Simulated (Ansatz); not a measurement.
# BH₆NO₂Si: one species, many methods

An exercise on one series of results from a longer session: the logs are not shown, and one member is left open.

Method: functionals in def2-TZVPP, the program's frozen cores in correlated methods; program: Ansatz 0.2.0, Gaussian basis.

The runs, in order: PBE-D4, r2SCAN-D4, PBE0-D4, B3LYP-D4, ωB97X-V, ωB97M-V, B2PLYP; CCSD(T)/def2-TZVPP; MP2/def2-QZVPP; extrapolation to the limit.

## The relaxed structure

All runs share one geometry, relaxed beforehand with PBE0-D4 in a triple-zeta def2 set.

11 atoms, charge 0, spin multiplicity 1.

Atoms are counted from 1 here; the program's logs count them from 0.

Bond lengths: N1–Si2 1.718 Å, N1–H6 1.007 Å, N1–H7 1.007 Å, Si2–O3 1.660 Å, Si2–B4 2.030 Å, Si2–H8 1.485 Å, O3–H9 0.959 Å, B4–O5 1.358 Å, B4–H10 1.206 Å, O5–H11 0.962 Å. Angles: Si2–N1–H6 120.9°, Si2–N1–H7 121.5°, H6–N1–H7 111.0°, N1–Si2–O3 116.9°, N1–Si2–B4 107.0°, N1–Si2–H8 105.1°, O3–Si2–B4 109.1°, O3–Si2–H8 103.9°, B4–Si2–H8 115.2°, Si2–O3–H9 115.6°, Si2–B4–O5 116.6°, Si2–B4–H10 124.9°, O5–B4–H10 118.5°, B4–O5–H11 113.9°.

Set-up of the first run:

in.yaml

```yaml
crystal:
  periodic: [false, false, false]
  atoms:
    - {symbol: N, position_ang: [-0.065374, 0.878625, 1.621505]}
    - {symbol: Si, position_ang: [-0.771821, 0.254013, 0.185971]}
    - {symbol: O, position_ang: [-0.996948, 1.321174, -1.064983]}
    - {symbol: B, position_ang: [0.415626, -1.266081, -0.445392]}
    - {symbol: O, position_ang: [1.323954, -0.967701, -1.409675]}
    - {symbol: H, position_ang: [-0.597322, 1.459714, 2.249404]}
    - {symbol: H, position_ang: [0.916484, 1.095447, 1.673407]}
    - {symbol: H, position_ang: [-2.150246, -0.139813, 0.572652]}
    - {symbol: H, position_ang: [-0.257232, 1.414369, -1.667851]}
    - {symbol: H, position_ang: [0.375822, -2.393996, -0.021377]}
    - {symbol: H, position_ang: [1.872455, -1.712650, -1.673062]}
basis:
  gaussian: {orbitals: def2-TZVPP}
hamiltonian: {xc: pbe, dispersion: d4}
output: {forces: true, orbitals: {seedname: orbitals}}
```

Command:

```
> ansatz run in.yaml --threads 4 --pin off --events-out ev --progress --plain --max-ram 10444MiB
```

Steps of the session up to this table: PBE-D4 (GGA); r2SCAN-D4 (meta-GGA); PBE0-D4 (hybrid); B3LYP-D4 (hybrid); ωB97X-V (range-separated); ωB97M-V (range-separated); B2PLYP (double hybrid); CCSD(T) in def2-TZVPP; MP2 in def2-QZVPP.

One table of the session follows, with a row left open; its other results are not shown here.

| method | atomisation energy (kcal/mol) |
| --- | --- |
| PBE-D4 | 990.4 |
| r2SCAN-D4 | 975.4 |
| PBE0-D4 | 969.0 |
| B3LYP-D4 | 976.5 |
| ωB97X-V | 979.3 |
| ωB97M-V | 980.3 |
| B2PLYP | ? |
| HF/def2-TZVPP | 693.0 |
| MP2/def2-TZVPP | 967.4 |
| CCSD/def2-TZVPP | 933.2 |
| CCSD(T)/def2-TZVPP | 947.5 |
| MP2/CBS | 997.5 |
| CCSD(T)/CBS | 977.5 |

Estimate the missing values for B2PLYP.

The run gave: atomisation energy (kcal/mol): 966.5. In the column «atomisation energy (kcal/mol)» it lies between CCSD(T)/def2-TZVPP (947.5) and MP2/def2-TZVPP (967.4).
